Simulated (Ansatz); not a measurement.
**B12N12 zinc blende off sphere (B12N12H32): geometry, orbitals and charge**

Aim: characterise B12N12 zinc blende off sphere (B12N12H32) as a singlet: its structure, frontier levels and distribution of charge.

Computed with Ansatz 0.2.0, Gaussian basis. Level: RKS PBE0-D4/def2-TZVP.

Plan: relaxation at PBE-D4/def2-SVP; a single point at PBE0-D4/def2-TZVP.

1 further run of the same task is left out (set aside as unsound or not needed). Runs told in other sessions of the task aren't counted.

## (1) Where the work starts

56 atoms, charge 0, spin multiplicity 1.

Atoms are counted from 1 here; the program's logs count them from 0.

Bond lengths: N1–B14 1.613 Å, N1–B15 1.556 Å, N1–H25 1.014 Å, N1–H26 1.016 Å, N2–B13 1.589 Å, N2–B17 1.597 Å, N2–H27 1.013 Å, N2–H28 1.012 Å, N3–B16 1.597 Å, N3–B18 1.580 Å, N3–H29 1.015 Å, N3–H30 1.010 Å, N4–B14 1.544 Å, N4–B19 1.582 Å, N4–B20 1.544 Å, N4–H31 1.013 Å, N5–B16 1.550 Å, N5–B19 1.579 Å and more. Angles: B14–N1–B15 113.0°, B14–N1–H25 109.3°, B14–N1–H26 103.8°, B15–N1–H25 112.4°, B15–N1–H26 110.1°, H25–N1–H26 107.7°, B13–N2–B17 117.8°, B13–N2–H27 106.4°, B13–N2–H28 111.4°, B17–N2–H27 105.2°, B17–N2–H28 110.2°, H27–N2–H28 104.8°, B16–N3–B18 113.0°, B16–N3–H29 108.8°, B16–N3–H30 108.1°, B18–N3–H29 109.8°, B18–N3–H30 110.5°, H29–N3–H30 106.5° and more.

The start is a GFN2-xTB geometry.

## (2) Optimising with PBE-D4/def2-SVP

Input file in.yaml:

```yaml
crystal:
  periodic: [false, false, false]
  atoms:
    - {symbol: N, position_ang: [-2.833070, 1.078360, -0.381670]}
    - {symbol: N, position_ang: [-1.232960, -2.457140, 1.608620]}
    - {symbol: N, position_ang: [0.807000, -2.526380, -0.487830]}
    - {symbol: N, position_ang: [-1.040740, 1.042430, -2.171190]}
    - {symbol: N, position_ang: [0.708610, -0.704170, -2.222800]}
    - {symbol: N, position_ang: [-1.054950, -0.777740, -0.406590]}
    - {symbol: N, position_ang: [-1.040860, 1.036350, 1.351840]}
    - {symbol: N, position_ang: [0.777410, -0.777830, 1.395730]}
    - {symbol: N, position_ang: [0.776950, 1.056810, -0.403800]}
    - {symbol: N, position_ang: [-1.082180, 2.831610, -0.378400]}
    - {symbol: N, position_ang: [2.527980, -0.804010, -0.486670]}
    - {symbol: N, position_ang: [2.455130, 1.233260, 1.611520]}
    - {symbol: B, position_ang: [-2.019340, -1.692540, 0.459410]}
    - {symbol: B, position_ang: [-1.938490, 0.119070, -1.319930]}
    - {symbol: B, position_ang: [-1.978800, 1.974340, 0.561370]}
    - {symbol: B, position_ang: [-0.186010, -1.636140, -1.366810]}
    - {symbol: B, position_ang: [-0.090980, -1.658150, 2.388120]}
    - {symbol: B, position_ang: [1.673200, -1.671820, 0.520560]}
    - {symbol: B, position_ang: [-0.178170, 0.182910, -3.181230]}
    - {symbol: B, position_ang: [-0.120060, 1.940250, -1.317000]}
    - {symbol: B, position_ang: [1.637950, 0.190580, -1.364080]}
    - {symbol: B, position_ang: [-0.104840, 0.104200, 0.464320]}
    - {symbol: B, position_ang: [1.656720, 0.090290, 2.389640]}
    - {symbol: B, position_ang: [1.688830, 2.021040, 0.465020]}
    - {symbol: H, position_ang: [-3.464800, 1.619520, -0.961010]}
    - {symbol: H, position_ang: [-3.393040, 0.430140, 0.165090]}
    - {symbol: H, position_ang: [-1.919110, -2.695340, 2.314420]}
    - {symbol: H, position_ang: [-0.876500, -3.346920, 1.283340]}
    - {symbol: H, position_ang: [1.418050, -3.046610, -1.109960]}
    - {symbol: H, position_ang: [0.256230, -3.210580, 0.010770]}
    - {symbol: H, position_ang: [-1.622300, 1.623910, -2.762090]}
    - {symbol: H, position_ang: [1.274420, -1.268160, -2.846040]}
    - {symbol: H, position_ang: [-1.552470, 0.393320, 1.950650]}
    - {symbol: H, position_ang: [-0.400430, 1.547770, 1.953520]}
    - {symbol: H, position_ang: [-1.622750, 3.464620, -0.956960]}
    - {symbol: H, position_ang: [-0.435350, 3.390520, 0.171120]}
    - {symbol: H, position_ang: [3.047020, -1.414600, -1.110310]}
    - {symbol: H, position_ang: [3.213620, -0.255260, 0.012180]}
    - {symbol: H, position_ang: [3.344560, 0.878010, 1.284050]}
    - {symbol: H, position_ang: [2.694160, 1.918480, 2.317900]}
    - {symbol: H, position_ang: [-2.552620, -2.510820, -0.232510]}
    - {symbol: H, position_ang: [-2.859300, -1.052840, 1.050990]}
    - {symbol: H, position_ang: [-2.692250, -0.513330, -1.991150]}
    - {symbol: H, position_ang: [-2.665290, 2.658710, 1.270470]}
    - {symbol: H, position_ang: [-0.829750, -2.370930, -2.051720]}
    - {symbol: H, position_ang: [0.596950, -2.466570, 2.938530]}
    - {symbol: H, position_ang: [-0.665000, -0.976700, 3.189630]}
    - {symbol: H, position_ang: [2.395910, -2.394340, 1.144170]}
    - {symbol: H, position_ang: [-0.888460, -0.508400, -3.849340]}
    - {symbol: H, position_ang: [0.513640, 0.895620, -3.846050]}
    - {symbol: H, position_ang: [0.511610, 2.696750, -1.985580]}
    - {symbol: H, position_ang: [2.373060, 0.836640, -2.046640]}
    - {symbol: H, position_ang: [0.974770, 0.663370, 3.191260]}
    - {symbol: H, position_ang: [2.465280, -0.597650, 2.939610]}
    - {symbol: H, position_ang: [1.046450, 2.857330, 1.059020]}
    - {symbol: H, position_ang: [2.505350, 2.558760, -0.225520]}
basis:
  gaussian: {orbitals: def2-SVP, fitting: {mean_field: def2-universal-jkfit}}
hamiltonian: {xc: pbe, dispersion: d4}
scf: {lower_state_search: "off"}
output: {orbitals: {seedname: orbitals}}
relax: {f_tol: 0.03, max_steps: 70}
```

Launch:

```console
$ ansatz run in.yaml --threads 2 --pin off --events-out ev --progress --plain --max-ram 22528MiB --backend cuda --devices 0, --max-vram 18GiB
```

Further steps of the session: Single point, PBE0-D4/def2-TZVP.

Q: Predict the results of all the runs planned. Wanted: point group; commonest bond, hydrogen aside; HOMO, LUMO at PBE0-D4/def2-TZVP; dipole at PBE-D4/def2-SVP.

The runs gave:

| quantity | value |
| --- | --- |
| point group | Cs |
| commonest bond, hydrogen aside | B–N, 32 of mean length 1.585 Å |
| HOMO, LUMO at PBE0-D4/def2-TZVP | -7.03, -0.22 eV |
| dipole at PBE-D4/def2-SVP | 0.71 D |

The molecule keeps its bonding pattern by the stored test; the atoms moved 0.06 Å (rms). No usable vibrations, so a minimum isn't proven. Whether this spin is the lowest isn't tested here. The point group is read from a loosely relaxed geometry; soft torsions can leave it below the true symmetry.
